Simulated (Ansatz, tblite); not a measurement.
**The cluster Cs₉−: a ladder of methods and basis sets**

The task here is to estimate one member of a computed series from the others.

Method: as each input shows; program: Ansatz 0.2.0, Gaussian basis.

Plan: GFN2-xTB, PBE/def2-TZVPD, r2SCAN/def2-TZVPD, HF/def2-TZVPD, ωB97X-V/def2-TZVPD, BLYP/def2-TZVPD, MP2/def2-TZVPD, RPA/def2-TZVPD.

2 further runs of the same task are left out: 2 set aside as unsound or not needed. Runs told in other sessions of the task aren't counted.

## The structure

The singlet was relaxed beforehand with B3LYP/def2-SVPD. At that level it is the lowest of the isomers that a small search found.

9 atoms, charge -1, spin multiplicity 1.

Bond lengths: Cs1–Cs3 5.309 Å, Cs1–Cs4 5.389 Å, Cs1–Cs5 5.431 Å, Cs1–Cs6 5.203 Å, Cs2–Cs3 5.624 Å, Cs2–Cs4 5.185 Å, Cs2–Cs5 5.416 Å, Cs2–Cs7 5.220 Å, Cs3–Cs7 5.690 Å, Cs3–Cs9 5.029 Å, Cs5–Cs6 5.264 Å, Cs5–Cs7 5.239 Å, Cs6–Cs7 5.654 Å, Cs6–Cs8 5.430 Å, Cs6–Cs9 5.524 Å, Cs7–Cs9 5.318 Å, Cs8–Cs9 5.476 Å. Angles: Cs3–Cs1–Cs4 67.7°, Cs3–Cs1–Cs5 86.8°, Cs3–Cs1–Cs6 70.5°, Cs4–Cs1–Cs5 94.6°, Cs4–Cs1–Cs6 131.5°, Cs5–Cs1–Cs6 59.3°, Cs3–Cs2–Cs4 66.8°, Cs3–Cs2–Cs5 83.9°, Cs3–Cs2–Cs7 63.2°, Cs4–Cs2–Cs5 97.2°, Cs4–Cs2–Cs7 125.9°, Cs5–Cs2–Cs7 59.0°, Cs1–Cs3–Cs2 76.9°, Cs1–Cs3–Cs7 91.1°, Cs1–Cs3–Cs9 112.0°, Cs2–Cs3–Cs7 54.9°, Cs2–Cs3–Cs9 113.6°, Cs7–Cs3–Cs9 59.1° and more.

Cs takes a core potential in the def2 sets. No spin-orbit coupling is included. The ion is computed in the gas phase, without counter-ions or solvent.

PBE0/def2-TZVPD was run before; its log isn't repeated, and its numbers join the tables.

The first run:

Tight binding, by tblite at 300 K electronic temperature and without a spin-polarisation term:

```python
tblite.interface.Calculator('GFN2-xTB', numbers, positions, charge=-1, uhf=0).singlepoint()
```

start.molden holds the orbitals of an earlier run on this state, given as this run's starting guess.

File in.yaml:

```yaml
crystal:
  periodic: [false, false, false]
  atoms:
    - {symbol: Cs, position_ang: [1.638739, 3.754615, 1.835080]}
    - {symbol: Cs, position_ang: [3.782167, -2.678866, 1.253043]}
    - {symbol: Cs, position_ang: [1.972257, 0.939988, -2.653619]}
    - {symbol: Cs, position_ang: [6.560336, 1.695132, 1.075262]}
    - {symbol: Cs, position_ang: [-0.363812, -0.734875, 4.144409]}
    - {symbol: Cs, position_ang: [-3.078599, 1.980304, 0.542856]}
    - {symbol: Cs, position_ang: [-1.140372, -3.248689, -0.386541]}
    - {symbol: Cs, position_ang: [-6.808649, -1.506533, -1.304800]}
    - {symbol: Cs, position_ang: [-2.562067, -0.201065, -4.505701]}
basis:
  gaussian: {orbitals: def2-TZVPD, initial_orbitals: start.molden}
total_charge: -1
hamiltonian: {xc: pbe}
scf: {omitted_lower_state_checks: [starts]}
output: {forces: true, orbitals: {seedname: orbitals}}
```

The run is started by

```console
ansatz run in.yaml --threads 4 --pin off --events-out ev --progress --plain --max-ram 4787MiB
```

Steps of the session up to this table: PBE/def2-TZVPD; r2SCAN/def2-TZVPD; HF/def2-TZVPD; ωB97X-V/def2-TZVPD; BLYP/def2-TZVPD; MP2/def2-TZVPD; RPA/def2-TZVPD.

One of the session's tables, all rows but one given; the rest of the session is left out.

It belongs to the step «Levels side by side». 

| level | HOMO (eV) | LUMO (eV) | gap (eV) |
| --- | --- | --- | --- |
| HF/def2-TZVPD | -0.84 | 1.49 | 2.33 |
| PBE/def2-TZVPD | -0.20 | 0.11 | 0.31 |
| BLYP/def2-TZVPD | ? | ? | ? |
| r2SCAN/def2-TZVPD | -0.21 | 0.16 | 0.37 |
| PBE0/def2-TZVPD | -0.44 | 0.41 | 0.85 |
| ωB97X-V/def2-TZVPD | -1.24 | 1.26 | 2.50 |

**Question.** Estimate the row for BLYP/def2-TZVPD.

**Answer.** HOMO (eV): -0.03; LUMO (eV): 0.25; gap (eV): 0.28. In the column «HOMO (eV)» it is the highest.
